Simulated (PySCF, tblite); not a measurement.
# C6H9BCl2N+: geometry, infrared bands and NMR shifts

What infrared bands and NMR shifts should C6H9BCl2N+ (`CC#[N+]C/C(C)=C/B(Cl)Cl`) show?

Computed with tblite 0.8.0 and PySCF 2.14.0, with density-fitted response routines of our own, on a single molecule in the gas phase. Atoms are numbered from 0 throughout.

### 1 The molecule as given

19 atoms, charge 1, multiplicity 1; geometry from: force field or distance geometry start.

Bonds of the start (Å): C0–C1 1.48, C1–N2 1.16, N2–C3 1.41, C3–C4 1.46, C4–C5 1.51, C4–C6 1.33, C6–B7 1.57, B7–Cl8 1.86, B7–Cl9 1.84, C0–H10 1.11, C0–H11 1.12, C0–H12 1.11, C3–H13 1.12, C3–H14 1.13, C5–H15 1.09, C5–H16 1.11, C5–H17 1.12, C6–H18 1.08.

### 2 Relaxing the molecule with GFN2-xTB

What the job is given:

```
{"job": {"kind": "relax", "xc": "GFN2-xTB", "basis": "xTB"}, "charge": 1, "multiplicity": 1}
C      3.464000     1.170600    -0.746100
C      2.348400     0.288900    -0.319000
N      1.499700    -0.407200     0.051400
C      0.456100    -1.250800     0.467800
C     -0.835100    -0.600800     0.275600
C     -2.077000    -1.361200     0.665800
C     -1.023200     0.605900    -0.241600
B     -2.497400     1.139800    -0.376100
Cl    -3.739800     0.921900     0.992800
Cl    -2.751700     2.635200    -1.419600
H      3.459400     1.295700    -1.853000
H      4.452400     0.705500    -0.506800
H      3.428900     2.128700    -0.181700
H      0.448400    -2.222700    -0.088900
H      0.546500    -1.477700     1.575900
H     -2.874600    -1.217900    -0.070200
H     -2.351100    -1.099100     1.704800
H     -1.793300    -2.447800     0.600000
H     -0.170600     1.202200    -0.538600
```

Run with:

```
$ OMP_NUM_THREADS=1 python probes_run.py task.json out
```

The driver reads the jobs from task.json and runs them one after another.

**Question.** This job is followed by: GFN2-xTB harmonic vibrations, gas phase; GIAO PBE0/pcSseg-1 NMR shielding, non-relativistic, gas phase. What will the session give for the following? strongest single infrared mode (GFN2-xTB); zero-point energy (GFN2-xTB); 13C shifts against TMS (PBE0/pcSseg-1); 1H shifts against TMS (PBE0/pcSseg-1, means over atoms taken as alike); 15N shifts against NH3 (PBE0/pcSseg-1); 11B shifts against BF3·OEt2 (PBE0/pcSseg-1); 35Cl shifts against HCl (PBE0/pcSseg-1, means over atoms taken as alike).

As calculated:

| quantity | value |
| --- | --- |
| strongest single infrared mode (GFN2-xTB) | 1657 cm⁻¹, 238 km/mol |
| zero-point energy (GFN2-xTB) | 86.3 kcal/mol |
| 13C shifts against TMS (PBE0/pcSseg-1) | 159.1, 128.6, 124.0, 46.8, 22.3, -0.9 ppm |
| 1H shifts against TMS (PBE0/pcSseg-1, means over atoms taken as alike) | 5.99, 4.66, 3.44, 2.70 ppm |
| 15N shifts against NH3 (PBE0/pcSseg-1) | 172.9 ppm |
| 11B shifts against BF3·OEt2 (PBE0/pcSseg-1) | 51.4 ppm |
| 35Cl shifts against HCl (PBE0/pcSseg-1, means over atoms taken as alike) | 302 ppm |

**Reading.** The optimisation took 77 steps and gained 1.188 eV; among the close pairs (by a distance rule), B7–Cl8 changed most, from 1.861 to 1.710 Å. The lowest mode is imaginary (40i cm⁻¹), so the xTB geometry is not a minimum. The strongest single mode, at 1657 cm⁻¹, moves mainly C4 and C6. GFN2-xTB is a fitted tight-binding method: band positions and strengths are rough. Its intensities can rank the bands wrongly. At PBE0/pcSseg-1: Shielding is most anisotropic at Cl8, Cl9 (span 521 ppm, paramagnetic term -499 ppm).
